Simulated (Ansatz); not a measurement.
Working through a calculation of the elastic constants of SnO2, space group P6_3/mmc

Program: Ansatz's Python interface.

Run as a notebook:

**Cell 1**
```python
import ansatz as az
import numpy as np
from pymatgen.core import Lattice, Structure
from pymatgen.io.ase import AseAtomsAdaptor
```

**Cell 2**
```python
pmg_structure = Structure(
    Lattice([[3.23057562, 0.0, 0.0], [-1.61528781, 2.79776055, 0.0], [0.0, 0.0, 10.790562]]),
    ['Sn', 'Sn', 'O', 'O', 'O', 'O'],
    [
        [0.0, 0.0, 0.5],
        [0.0, 0.0, 0.0],
        [2 / 3, 1 / 3, 0.405862],
        [2 / 3, 1 / 3, 0.094138],
        [1 / 3, 2 / 3, 0.594138],
        [1 / 3, 2 / 3, 0.905862],
    ],
)
crystal = az.Crystal.from_ase(AseAtomsAdaptor.get_atoms(pmg_structure))
```

**Cell 3**
```python
[site.symbol for site in crystal.resolved().sites]
```
Output:
```text
['Sn', 'Sn', 'O', 'O', 'O', 'O']
```

**Cell 4**
```python
setup = (
    crystal.calculation()
    .functional('lda')
    .basis(450)
    .occupations('Fixed')
    .scf(tolerance=1e-09)
    .kpoints(12, 12, 2)
)
outcome = setup.elastic('relaxed_ion').run(threads=1, pin='off')
elastic = outcome.elastic
```
Output:
```text
DeckWarning: elastic: scf.convergence.dr2_threshold = 1e-9 eV (typed) is looser than the 1e-10 eV advised at elastic.amplitude = 2e-3. Elastic constants divide stress differences by the amplitude, so a small SCF error in a stress becomes a large one in a [...]
```

**Cell 5**
```python
print(np.array2string(np.round(elastic.c_gpa, 1) + 0.0, suppress_small=True))
print('Voigt stress of the unstrained cell (GPa, tension positive):', np.round(elastic.sigma0_gpa, 3) + 0.0)
print('smallest eigenvalue of C:', round(elastic.stability.min_eigenvalue_gpa, 1), 'GPa; tensor positive definite:', elastic.stability.min_eigenvalue_gpa > 0)
# averaged moduli need a positive definite tensor
if elastic.stability.min_eigenvalue_gpa > 0:
    m = elastic.moduli
    print(f'K = {m.k_hill_gpa:.1f}, G = {m.g_hill_gpa:.1f}, E = {m.youngs_gpa:.1f} GPa, Poisson ratio {m.poisson:.3f}, K/G = {m.k_hill_gpa / m.g_hill_gpa:.2f}')
    S = np.linalg.inv(elastic.c_gpa)
    print('Young modulus along x, y, z (GPa):', np.round(1 / np.diag(S)[:3], 1))
    print('linear compressibility along x, y, z (1/TPa):', np.round(1000 * S[:3, :3].sum(axis=1), 2))
```
Output:
```text
[[229.   60.   -6.1   0.    0.    0. ]
 [ 60.  229.   -6.1   0.    0.    0. ]
 [ -0.3  -0.3   2.    0.    0.    0. ]
 [  0.    0.    0.    0.6   0.    0. ]
 [  0.    0.    0.    0.    0.6   0. ]
 [  0.    0.    0.    0.    0.   84.5]]
Voigt stress of the unstrained cell (GPa, tension positive): [5.928 5.928 0.3   0.    0.    0.   ]
smallest eigenvalue of C: 0.6 GPa; tensor positive definite: True
K = 32.4, G = 22.7, E = 55.2 GPa, Poisson ratio 0.216, K/G = 1.43
Young modulus along x, y, z (GPa): [212.7 212.7   2. ]
linear compressibility along x, y, z (1/TPa): [ 13.82  13.82 493.3 ]
```

Caveats:
- Under fixed occupations the level called the Fermi level is the highest filled one on the SCF mesh; off the mesh a filled band can lie a little above it.
- A positive definite tensor excludes instabilities under uniform strain alone; phonons elsewhere in the zone can still be imaginary.
- The cell stands under an uneven stress, so these stress-strain coefficients aren't symmetric, and eigenvalues smaller than that stress decide nothing.
- The structure comes from a database of computed cells and needn't be a stable or known phase.
- Warnings are shown shortened and without file and line.
- The constants belong to the cell that was strained; where it wasn't relaxed first it may be under stress.
- Finished in 7.9 min on 1 thread of Arm Neoverse V1, on a shared host, peak memory 0.67 GiB.

(A comment or docstring line of the script was reworded after the run, the code is as it ran.)
